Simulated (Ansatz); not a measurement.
# ZnGe2N2: the cost of one run

Method: DFT PBE, scalar-relativistic, plane waves, PAW, unless a step names another level, in Ansatz 0.2.0.

9 further runs of the same task are left out: 2 that didn't finish, 7 set aside as unsound or not needed.

**1. What the formula suggests**

Pauling electronegativities: Zn 1.65, Ge 2.01, N 3.04 (spread 1.39). The formula balances with common oxidation states: Ge +2, Zn +2, N -3. Tabulated atomic sizes suggest about 14 Å³/atom. 28 candidates were drawn, by swapping species into database cells of other compounds, at random by space group and Wyckoff sites, or by hand, as the table says:

```csv
name,made from,space group no.,Wyckoff sites,atoms (primitive cell),V (Å³/atom)
c01,database cell of ErCr2Si2,139,Zn 2a; Ge 4e; N 4d,5,16.1
c02,random,191,Zn 1a; Ge 2d; N 2e,5,17.1
c03,random,164,Zn 1b; Ge 2d; N 2d,5,17.5
c04,database cell of SrAl2Ge2,164,Zn 1a; Ge 2d; N 2d,5,17.0
c05,database cell of K2NiO2,139,Zn 2a; Ge 4e; N 4e,5,14.7
c06,random,187,"Zn 1f; Ge 2h; N 1d, 1a",5,15.8
c07,database cell of NiAg2O2,166,Zn 3a; Ge 6c; N 6c,5,12.6
c08,built by hand: Ca2ZnN2 (Na2HgO2),139,Zn 2a; Ge 4e; N 4e,5,14.1
c09,random,47,Zn 1f; Ge 2r; N 2q,5,14.4
c10,database cell of Y2Ni2Sn,71,Zn 2a; Ge 4j; N 4h,5,15.3
c11,database cell of Zr2SN2,194,Zn 2b; Ge 4f; N 4f,10,13.8
c12,database cell of Li2CuSn2,141,Zn 4a; Ge 8e; N 8e,10,15.2
c13,built by hand: K2ZnO2 (Ibam),72,Zn 4a; Ge 8j; N 8j,10,14.1
c14,database cell of SmSi2Pd2,139,Zn 2a; Ge 4d; N 4e,5,14.5
c15,database cell of Ge2SeN2,36,Zn 4a; Ge 8b; N 8b,10,14.6
c16,random,12,"Zn 2a; Ge 4e; N 2d, 2b",5,16.9
c17,built by hand: litharge-capped HgI2-like layer,115,Zn 1a; Ge 2g; N 2g,5,14.2
c18,built by hand: CaAl2Si2 / Li2ZrN2,164,Zn 1a; Ge 2d; N 2d,5,14.1
c19,random,187,"Zn 1a; Ge 2i; N 1d, 1c",5,16.8
c20,random,131,Zn 2c; Ge 4g; N 4m,10,16.8
c21,random,10,Zn 1h; Ge 2k; N 2m,5,16.1
c22,random,99,Zn 1b; Ge 2c; N 2c,5,14.2
c23,random,11,"Zn 2e; Ge 2a, 2e; N 2d, 2e",10,18.0
c24,database cell of CeB2C2,127,Zn 2a; Ge 4h; N 4h,10,11.9
c25,built by hand: layered GeN with linear Zn pillars,164,Zn 1a; Ge 2d; N 2c,5,14.2
c26,random,31,Zn 2a; Ge 4b; N 4b,10,14.1
c27,random,186,"Zn 2b; Ge 2b, 2b; N 2b, 2a",10,18.1
c28,database cell of Y2AlSi2,71,Zn 2a; Ge 4h; N 4j,5,15.9
```

**2. Screening run of c06**

Contents of input.yaml:

```yaml
crystal:
  lattice:
    - [3.74725735, 0.0, 0.0]
    - [-1.87362867, 3.24522006, 0.0]
    - [0.0, 0.0, 6.4858799]
  atoms:
    - { symbol: Zn, position: [0.66666667, 0.33333333, 0.5] }
    - { symbol: Ge, position: [0.33333333, 0.66666667, 0.82747864] }
    - { symbol: Ge, position: [0.33333333, 0.66666667, 0.17252136] }
    - { symbol: "N", position: [0.33333333, 0.66666667, 0.5] }
    - { symbol: "N", position: [0.0, 0.0, 0.0] }
basis:
  ecutwfc: 420
kpoints:
  mp_grid: { grid: [4, 4, 2] }
hamiltonian:
  xc: pbe
scf:
  occupations: { method: gaussian, width: 0.15 }
  lower_state_search: "off"
output:
  forces: true
  stress: true
  eigenvalues: true
relax:
  adjacent_minimum: "off"
  f_tol: 0.08
  max_steps: 16
  cell: { stress_tol: 0.8 }
```

Started as:

```console
> ansatz run input.yaml --threads 1 --pin off --max-ram 2560MiB --backend cpu --events-out ev --progress --plain --runs-dir out
```

Q: Estimate wall time and peak memory on 1 thread of Intel Xeon at 2.70GHz, shared host.

About 18 s, with a peak of 0.37 GiB.
